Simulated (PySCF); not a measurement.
# C2H9B2P: the cost of one run

The runs use PySCF 2.14.0, with density-fitted response routines of our own; the level of theory stands in each step. All values are computed, except where a source is named. Atoms count from 0, in the outputs and in this text.

### Step 1. The molecule as given

14 atoms, charge 0, multiplicity 1; geometry from: PBE0-D3(BJ)/def2-SVP.

Bonds of the start (Å): B0–P1 1.82, P1–B2 1.87, B2–C3 1.57, B2–C4 1.57, B0–H5 1.21, B0–H6 1.20, P1–H7 1.41, C3–H8 1.10, C3–H9 1.10, C3–H10 1.11, C4–H11 1.10, C4–H12 1.10, C4–H13 1.10.

### Step 2. Core-electron binding energies: SCAN, X2C

Job settings and geometry (Å):

```
{"job": {"kind": "xps"}, "charge": 0, "multiplicity": 1}
B      2.464238    -1.322553     0.236265
P      1.408333     0.138550     0.455902
B     -0.378916     0.326045    -0.072188
C     -1.122510    -0.933501    -0.636707
C     -1.079678     1.726206     0.084054
H      1.957184    -2.320375    -0.210980
H      3.626553    -1.273460     0.549121
H      2.033141     1.309272     0.936609
H     -1.551171    -0.691911    -1.625058
H     -0.522246    -1.848942    -0.726152
H     -1.989442    -1.146657     0.014894
H     -0.546076     2.497721    -0.497266
H     -1.045708     2.068585     1.132686
H     -2.131072     1.720431    -0.240353
```

Method: delta-SCF UKS SCAN, pcX-2 on the ionised atom, pcseg-1 elsewhere, spin-free X2C.

Started as:

```sh
$ OMP_NUM_THREADS=1 python probes_run.py task.json out
```

This one command runs all jobs of the session in turn.

**Question.** How long does this first job take on 1 thread of Arm Neoverse N1, shared host, and how much memory does it need?

About 62 s, with a peak of 0.54 GiB.
